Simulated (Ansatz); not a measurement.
# NbTe (P-6m2) in Ansatz: a series of runs

One crystal, NbTe, is run at these levels: LDA+U; tasks: band structure.

Program: Ansatz 0.2.0. These are calculated values, not measurements. Logs are shortened: lines on timing, memory, paths and dates and some standing lists are left out, and cuts for length are marked.

### Step 1. Starting point

The structure is hexagonal, space group P-6m2 (No. 187). The conventional cell has a = 3.703 Å, b = 3.703 Å, c = 3.694 Å, α = 90.00°, β = 90.00°, γ = 120.00°. Te (site symmetry -6m2) has 6 Nb at 2.83 Å as nearest neighbours. Nb (site symmetry -6m2) is surrounded by 6 Te at 2.83 Å.

The cell comes from a database or a generator and needn't be the stable form of this composition.

### Step 2. Band structure, LDA+U

The input, input.yaml:

```yaml
crystal:
  lattice:
    - [3.7029743866, 0.0, 0.0]
    - [-1.8514871933, 3.2068698884, 0.0]
    - [0.0, 0.0, 3.694211]
  atoms:
    - { symbol: Te, position: [0.6666666667, 0.3333333333, 0.0] }
    - { symbol: Nb, position: [0.0, 0.0, 0.5] }
hamiltonian:
  xc: lda
  pseudopotentials: { kind: paw }
  hubbard: { sites: [{ species: Nb, l: d, u_eff: 5.0 }] }
kpoints:
  mp_grid: { grid: [8, 8, 7] }
  band_path:
    path:
      - [[0.0, 0.0, 0.0], [0.5, 0.0, 0.0], [0.3333333333, 0.3333333333, 0.0], [0.0, 0.0, 0.0], [0.0, 0.0, 0.5], [0.5, 0.0, 0.5], [0.3333333333, 0.3333333333, 0.5], [0.0, 0.0, 0.5]]
      - [[0.5, 0.0, 0.5], [0.5, 0.0, 0.0]]
      - [[0.3333333333, 0.3333333333, 0.0], [0.3333333333, 0.3333333333, 0.5]]
    npoints: 14
scf:
  occupations: { method: fermi_dirac, width: 0.05 }
  n_extra_bands: 6
output:
  forces: true
  stress: true
  eigenvalues: true
  fatbands: false
```

Potentials or basis: Ansatz PAW.

Run with:

```bash
$ ansatz run input.yaml --threads 2 --pin off --max-ram 5632MiB --backend cpu --events-out ev --progress --plain --runs-dir out
```

The program printed:

```text
Warning: RAYON_NUM_THREADS=2 ignored (pool sized by the plan → 2); use --threads N
Te: projections on atomic orbitals take those of the free atom [Kr] 4d10 5s2 5p4, of charge +0.00 (hamiltonian.pseudopotentials.projection_atoms); the dataset's partial waves leave at most 7.8e-6 of an orbital's norm unspanned inside its sphere
Nb: projections on atomic orbitals take those of the free atom [Ar 3d10] 4s2 4p6 4d4 5s1, of charge +0.00 (hamiltonian.pseudopotentials.projection_atoms); the dataset's partial waves leave at most 4.9e-6 of an orbital's norm unspanned inside its sphere
scf.n_extra_bands = 6 over 15 filled bands (N_el = 29.0): the run solves 21 bands
Engine: ansatz 0.2.0, x86_64-unknown-linux-gnu
Pseudopotentials: kind: paw
Pseudopotential: Te, paw, valence charge 16, recommended cutoff 420 eV (normal), Te.paw.azcp
Pseudopotential: Nb, paw, valence charge 13, recommended cutoff 420 eV (normal), Nb.paw.azcp
Functional definition: SPW92
  exchange = slater_x
  correlation = pw_c
Crystal: 2 atoms, lattice volume = 43.869 Å³
Basis set: ecut = 420 eV, 865 PW (Γ)
Bands: 21, of which v1, the nominal top of the filled ones, is band 15 counted from 1 (14 counted from 0)
Symmetry: 12 space group operations
Space group: P-6m2 (ITA 187), of the structure as read, at distance tolerance 3.5e-5 Å
k-points: 40 of 448 (time reversal used)
Non-local potential: Te, projectors of the file, l = 0: 2, l = 1: 2, l = 2: 2, l = 3: 2
Non-local potential: Nb, projectors of the file, l = 0: 3, l = 1: 2, l = 2: 2, l = 3: 1
PAW form: soft (Blöchl's): semilocal exchange-correlation on the pseudo side does not see the compensation charge
PAW frozen core: Te, regenerated for the run's functional, and the local potential with it (the file was generated under x = pbe(κ = 0.804, μ = 0.2195149727645171), c = pbe(β = 0.06672455060314922))
PAW frozen core: Nb, regenerated for the run's functional, and the local potential with it (the file was generated under x = pbe(κ = 0.804, μ = 0.2195149727645171), c = pbe(β = 0.06672455060314922))
PAW one-centre angular grid: Te, 590 points (default); XC on 64 Gauss nodes
PAW one-centre angular grid: Nb, 590 points (default); XC on 64 Gauss nodes
Initial density: superposition of atomic densities (chi_scale 0.1, normalization cell, long waves kept (reshape's long-wave potential 0.00 eV rms))
Initial wavefunctions: pseudopotential atomic-orbital guess
Functional: x = slater, c = lda
iter 1 solved again at ethr=2.42e-3 eV; its pass at ethr=3.10e-3 eV (dr2=7.01e-1 eV) is discarded
SCF iter   1: F=—  HF=-11264.147784 eV  |F-HF|=—  |Δ(HF+E_count)|=         —  Δρ=3.83e-2  dr2=7.03e-1  ethr=2.42e-3  ⟨swp⟩=1.0  Hψ=5766  notcnv=0
preconditioner: auto → none  [metal: Δε(μ)=0.017 eV  Ē_g=9.061 eV  σ=0.050 eV  W_gap=0.08  n_scr=8 (ndim 8)  ℏωp=18.6 eV  f_vac=0.000  D(μ)=1.66/eV (n_scr^D=20)  sad-step TF]
SCF iter   2: F=—  HF=-11264.031294 eV  |F-HF|=—  |Δ(HF+E_count)|=   1.16e-1  Δρ=2.22e-2  dr2=2.41e-1  ethr=2.42e-3  ⟨swp⟩=2.2  Hψ=1151  notcnv=0
SCF iter   3: F=—  HF=-11264.017188 eV  |F-HF|=—  |Δ(HF+E_count)|=   1.41e-2  Δρ=1.08e-2  dr2=1.15e-1  ethr=8.30e-4  ⟨swp⟩=3.1  Hψ=1661  notcnv=0  defer=13
SCF iter   4: F=—  HF=-11263.989411 eV  |F-HF|=—  |Δ(HF+E_count)|=   2.78e-2  Δρ=3.12e-3  dr2=7.29e-3  ethr=3.95e-4  ⟨swp⟩=2.8  Hψ=1405  notcnv=0  defer=26
SCF iter   5: F=—  HF=-11263.989099 eV  |F-HF|=—  |Δ(HF+E_count)|=   3.12e-4  Δρ=9.35e-4  dr2=2.84e-4  ethr=2.51e-5  ⟨swp⟩=1.7  Hψ=1184  notcnv=0  defer=27
SCF iter   6: F=—  HF=-11263.990296 eV  |F-HF|=—  |Δ(HF+E_count)|=   1.20e-3  Δρ=2.94e-4  dr2=3.63e-5  ethr=9.78e-7  ⟨swp⟩=2.0  Hψ=1410  notcnv=0  defer=27
SCF iter   7: F=—  HF=-11263.990524 eV  |F-HF|=—  |Δ(HF+E_count)|=   2.28e-4  Δρ=1.42e-4  dr2=9.16e-6  ethr=1.25e-7  ⟨swp⟩=2.0  Hψ=1412  notcnv=0  defer=27
SCF iter   8: F=—  HF=-11263.990534 eV  |F-HF|=—  |Δ(HF+E_count)|=   9.99e-6  Δρ=5.40e-5  dr2=9.26e-7  ethr=3.16e-8  ⟨swp⟩=2.0  Hψ=1400  notcnv=0  defer=27
SCF iter   9: F=—  HF=-11263.990537 eV  |F-HF|=—  |Δ(HF+E_count)|=   2.77e-6  Δρ=2.91e-5  dr2=3.16e-7  ethr=3.19e-9  ⟨swp⟩=2.0  Hψ=1407  notcnv=0  defer=27
SCF iter  10: F=-11263.990537 eV  HF=-11263.990537 eV  |F-HF|=5.15e-8  |Δ(HF+E_count)|=   4.04e-7  Δρ=1.01e-5  dr2=4.82e-8  ethr=3.45e-10  ⟨swp⟩=7.2  Hψ=4050  notcnv=0
SCF 1 converged in 10 iterations: F = -11263.990537 eV  dr2 = 4.82e-8
NSCF: frozen V_eff on 129 k-points
SCF converged after 10 iterations
Free energy (F): -11263.990537 eV
Harris-Foulkes:  -11263.990537 eV  (|F-HF|=5.15e-8)
Internal energy: -11263.980387 eV  (E = F + TS)
E sigma→0 (E₀):  -11263.985462 eV
Entropy (-TS):   -0.010150 eV (-5.075 meV/atom)
Fermi energy:    15.682526 eV
--- Per-component energies (eV) ---
  E_band       = -285.117965
  E_kinetic    = 577.160915
  E_local      = -1744.193438  (includes V_loc(G=0)·N_el)
  E_nonlocal   = -178.279063
  E_hartree    = 936.333611
  E_xc         = -298.273994
  E_vxc        = -317.633267  (∫ρ·V_xc dr)
  E_hubbard    = 6.116430  (on-site DFT+U / exact-exchange correction)
  E_vhub       = 0.701258  (the Hubbard potential's part of the band-sum identity)
  E_paw        = -7476.842559  (= ΣΔE_a)
  E_vpaw       = -495.553661  (= ΣTr[D̂ρ^β])
  E_aug_tail   = -0.000188  (compensation charges beyond the density's cutoff)
  E_ewald      = -3087.106456
  E_core_change = 1.104356  (= ΣΔE_core)
  E_smearing   = -0.010150  (= −TS)
  E_closure    = -0.000000  (closes the sum)
  Σ components = -11263.990537   (vs F -11263.990537, Δ=0.00e0)
--- Forces (eV/Å), atoms counted from 1 ---
  atom   1  Te     0.00000000     0.00000000     0.00000000
  atom   2  Nb     0.00000000     0.00000000     0.00000000
  max |Σ_I F_I| component: 9.25e-17 eV/Å
--- Stress (GPa, compression-positive) ---
       -6.307314       0.000000       0.000000
       -0.000000      -6.307314       0.000000
        0.000000       0.000000      -5.996338
  P = ⅓ Tr σ = -6.2037 GPa (-62.037 kbar)
--- Band table (eV; the first three rows and the last of 40) ---
  k-point 0: bands = ["-39.9685", "-22.2760", "-22.2760", "-22.2691", "-22.2691", "-22.2670", "-16.3504", "-15.9343", "-15.9343", "1.3063", "12.3702", "12.3702", "13.1235", "13.2623", "15.9253", "15.9253", "17.9435", "17.9435", "18.3588", "21.5702", "22.7402"]
  k-point 1: bands = ["-39.9674", "-22.2757", "-22.2757", "-22.2702", "-22.2702", "-22.2648", "-16.3714", "-15.9321", "-15.9321", "1.5038", "11.4551", "12.4979", "12.4979", "14.3770", "15.4345", "15.4345", "18.2313", "18.2313", "18.9334", "22.4488", "22.7520"]
  k-point 2: bands = ["-39.9639", "-22.2754", "-22.2754", "-22.2723", "-22.2723", "-22.2598", "-16.4188", "-15.9271", "-15.9271", "2.0160", "9.6086", "12.8071", "12.8071", "14.7809", "14.7809", "15.4467", "18.0229", "18.0229", "19.8242", "23.6815", "23.6815"]
  k-point 39: bands = ["-39.9550", "-22.2827", "-22.2744", "-22.2711", "-22.2647", "-22.2489", "-16.4108", "-16.0290", "-15.9828", "3.4529", "9.5294", "9.9224", "11.0481", "14.3231", "17.1412", "17.3083", "17.7301", "18.0339", "19.0143", "20.1248", "23.2526"]
Occupation matrices written to <dir>
```

bands.tsv:

```text
# k_distance	band_0	band_1	band_2	band_3	band_4	band_5	band_6	band_7	band_8	band_9	band_10	band_11	band_12	band_13	band_14	band_15	band_16	band_17	band_18	band_19	band_20
# fermi_ev = 15.682526
[... 146 lines left out ...]
7.782619	-55.637293	-37.965544	-37.956459	-37.952630	-37.948194	-37.931478	-32.092456	-31.705570	-31.674567	-12.206011	-6.178997	-5.741686	-4.705120	-1.303370	1.422243	1.672422	2.210353	2.606192	2.856743	4.232351	8.714480
7.843363	-55.637122	-37.965958	-37.955595	-37.953420	-37.948170	-37.930944	-32.096249	-31.704914	-31.673436	-12.193462	-6.202557	-5.802053	-4.605248	-1.299143	1.466103	1.687042	2.031513	2.587808	3.148414	3.930527	8.636283
7.904106	-55.637063	-37.966100	-37.955070	-37.953920	-37.948161	-37.930764	-32.097537	-31.704692	-31.673052	-12.189184	-6.210506	-5.822365	-4.570412	-1.297582	1.480911	1.690950	1.970609	2.582645	3.321236	3.754389	8.609335
```

It took 8.2 s on 2 threads of Intel Xeon Platinum 8259CL at 2.50GHz (Skylake/Cascade Lake), shared host; peak memory 0.41 GiB.

Results:

| Item | Value |
| --- | --- |
| Free energy | -11263.9905 eV |
| Pressure | -6.2 GPa |
| Band gap on the k mesh | none (metal or under the smearing width) |

Levels at the corners of the path, in eV from the Fermi level:
```
point  band 10  band 11  band 12  band 13  band 14  band 15  band 16  band 17  band 18  band 19
    Γ   -14.38    -3.31    -3.31    -2.56    -2.42     0.24     0.24     2.26     2.26     2.68
    M   -12.74    -7.24    -3.79    -2.69    -2.55    -0.07     0.99     1.53     3.03     3.76
    K   -12.50    -6.51    -5.51    -3.73    -0.80    -0.35     0.18     0.48     4.60     6.45
    Γ   -14.38    -3.31    -3.31    -2.56    -2.42     0.24     0.24     2.26     2.26     2.68
    A   -13.06    -7.51    -2.59    -2.59    -1.19    -1.19     0.95     1.65     1.65     5.15
    L   -12.32    -6.03    -5.94    -4.22    -1.45     0.91     1.55     1.80     2.62     4.44
    H   -12.19    -6.21    -5.82    -4.57    -1.30     1.48     1.69     1.97     2.58     3.32
    A   -13.06    -7.51    -2.59    -2.59    -1.19    -1.19     0.95     1.65     1.65     5.15
    L   -12.32    -6.03    -5.94    -4.22    -1.45     0.91     1.55     1.80     2.62     4.44
    M   -12.74    -7.24    -3.79    -2.69    -2.55    -0.07     0.99     1.53     3.03     3.76
    K   -12.50    -6.51    -5.51    -3.73    -0.80    -0.35     0.18     0.48     4.60     6.45
    H   -12.19    -6.21    -5.82    -4.57    -1.30     1.48     1.69     1.97     2.58     3.32
```

Eigenvalues of the final occupation matrices:
```
  site  spin  trace               eigenvalues
site 1     1   2.31  0.37 0.44 0.44 0.53 0.53
```

Caveat: spin-orbit coupling is left out, which moves the levels of the heavy elements; U without spin polarisation on a metal has little footing; the PAW data sets come from PBE, with cores solved anew for the run's functional, which leaves a small shift of forces and pressure; the U is typed as a test and isn't derived for this compound.

### Step 3. Band structure, LDA+U

Changes to input.yaml since step 2:

```diff
@@ -11,3 +11,3 @@
   pseudopotentials: { kind: paw }
-  hubbard: { sites: [{ species: Nb, l: d, u_eff: 5.0 }] }
+  hubbard: { sites: [{ species: Nb, l: d, u_eff: 6.0 }] }
 kpoints:
```

Potentials or basis: Ansatz PAW.

Run with:

```bash
$ ansatz run input.yaml --threads 2 --pin off --max-ram 5632MiB --backend cpu --events-out ev --progress --plain --runs-dir out
```

Run time: 9.9 s. Hardware: 2 threads of Intel Xeon Platinum 8259CL at 2.50GHz (Skylake/Cascade Lake), shared host; peak memory 0.41 GiB.

It converged, with:

```yaml
Free_energy: -11262.7883 eV
Pressure: -3.2 GPa
Band_gap_on_the_k_mesh: none (metal or under the smearing width)
```

Stress tensor (GPa, compression positive):
```
-2.85  0.00  0.00
 0.00 -2.85  0.00
 0.00  0.00 -3.86
```

Levels at the corners of the path, in eV from the Fermi level:
```
point  band 12  band 13  band 14  band 15  band 16  band 17
    Γ    -3.53    -2.33    -2.21     0.75     0.75     2.12
    M    -3.46    -2.66    -2.65     0.44     0.59     1.58
    K    -5.52    -3.41    -0.71    -0.27    -0.15     0.76
    Γ    -3.53    -2.33    -2.21     0.75     0.75     2.12
    A    -2.31    -2.31    -1.60    -1.60     1.18     1.93
    L    -5.88    -3.95    -1.58     0.50     1.75     2.09
    H    -5.84    -4.59    -1.68     1.77     2.01     2.08
    A    -2.31    -2.31    -1.60    -1.60     1.18     1.93
    L    -5.88    -3.95    -1.58     0.50     1.75     2.09
    M    -3.46    -2.66    -2.65     0.44     0.59     1.58
    K    -5.52    -3.41    -0.71    -0.27    -0.15     0.76
    H    -5.84    -4.59    -1.68     1.77     2.01     2.08
```

Eigenvalues of the final occupation matrices:
```csv
site,spin,trace,eigenvalues
site 1,1,2.28,0.32 0.35 0.35 0.63 0.63
```

Caveat: spin-orbit coupling is left out, which moves the levels of the heavy elements; U without spin polarisation on a metal has little footing; the PAW data sets come from PBE, with cores solved anew for the run's functional, which leaves a small shift of forces and pressure; the U is typed as a test and isn't derived for this compound.

### Step 4. Band structure, LDA+U

Changes to input.yaml since step 3:

```diff
@@ -11,3 +11,3 @@
   pseudopotentials: { kind: paw }
-  hubbard: { sites: [{ species: Nb, l: d, u_eff: 6.0 }] }
+  hubbard: { sites: [{ species: Nb, l: d, u_eff: 8.0 }] }
 kpoints:
```

Run with:

```bash
$ ansatz run input.yaml --threads 2 --pin off --max-ram 5632MiB --backend cpu --events-out ev --progress --plain --runs-dir out
```

It took 19 s on 2 threads of Intel Xeon Platinum 8259CL at 2.50GHz (Skylake/Cascade Lake), shared host; peak memory 0.45 GiB.

Results (log left out):

| Item | Value |
| --- | --- |
| Free energy | -11260.7499 eV |
| Pressure | 6.1 GPa |
| Band gap on the k mesh | none (metal or under the smearing width) |

Stress tensor (GPa, compression positive):
```
5.96 0.00 0.00
0.00 5.96 0.00
0.00 0.00 6.41
```

Levels at the corners of the path, in eV from the Fermi level:
| point | band 10 | band 11 | band 12 | band 13 | band 14 | band 15 | band 16 | band 17 | band 18 | band 19 |
| --- | --- | --- | --- | --- | --- | --- | --- | --- | --- | --- |
| Γ | -13.81 | -3.73 | -3.73 | -1.83 | -0.61 | 2.16 | 2.16 | 2.21 | 2.21 | 3.24 |
| M | -12.26 | -6.83 | -2.55 | -2.52 | -2.26 | 0.09 | 1.85 | 2.54 | 4.25 | 4.47 |
| K | -12.10 | -5.92 | -5.25 | -2.47 | -1.11 | -0.54 | 1.15 | 2.18 | 5.92 | 7.22 |
| Γ | -13.81 | -3.73 | -3.73 | -1.83 | -0.61 | 2.16 | 2.16 | 2.21 | 2.21 | 3.24 |
| A | -12.52 | -6.68 | -2.18 | -2.18 | -1.45 | -1.45 | 2.63 | 2.91 | 2.91 | 5.41 |
| L | -11.42 | -5.85 | -5.41 | -3.08 | -1.57 | -0.06 | 2.73 | 3.05 | 3.51 | 5.01 |
| H | -11.28 | -5.66 | -5.11 | -4.25 | -2.22 | 2.19 | 2.47 | 3.30 | 3.35 | 3.95 |
| A | -12.52 | -6.68 | -2.18 | -2.18 | -1.45 | -1.45 | 2.63 | 2.91 | 2.91 | 5.41 |
| L | -11.42 | -5.85 | -5.41 | -3.08 | -1.57 | -0.06 | 2.73 | 3.05 | 3.51 | 5.01 |
| M | -12.26 | -6.83 | -2.55 | -2.52 | -2.26 | 0.09 | 1.85 | 2.54 | 4.25 | 4.47 |
| K | -12.10 | -5.92 | -5.25 | -2.47 | -1.11 | -0.54 | 1.15 | 2.18 | 5.92 | 7.22 |
| H | -11.28 | -5.66 | -5.11 | -4.25 | -2.22 | 2.19 | 2.47 | 3.30 | 3.35 | 3.95 |

Eigenvalues of the final occupation matrices:
```csv
site,spin,trace,eigenvalues
site 1,1,2.22,0.20 0.25 0.25 0.76 0.76
```

Caveat: spin-orbit coupling is left out, which moves the levels of the heavy elements; U without spin polarisation on a metal has little footing; the PAW data sets come from PBE, with cores solved anew for the run's functional, which leaves a small shift of forces and pressure; the U is typed as a test and isn't derived for this compound.

### Step 5. Summary

```tsv
U	gap on the mesh (eV)	pressure (GPa)
Nb d U = 5 eV	none	-6.2
Nb d U = 6 eV	none	-3.2
Nb d U = 8 eV	none	6.1
```

Alike in all rows: task band structure; level LDA+U; potentials or basis Ansatz PAW; no spin polarisation; cell as given; k mesh 8 × 8 × 7; cutoff (eV) 420; smearing fermi-dirac 0.05 eV.

Every run on the cell as given and a fine mesh finds a metal.

Caveats: spin-orbit coupling is left out, which moves the levels of the heavy elements; U without spin polarisation on a metal has little footing; the PAW data sets come from PBE, with cores solved anew for the run's functional, which leaves a small shift of forces and pressure; the U is typed as a test and isn't derived for this compound.

Absolute energies hang on the potentials; compare differences alone.
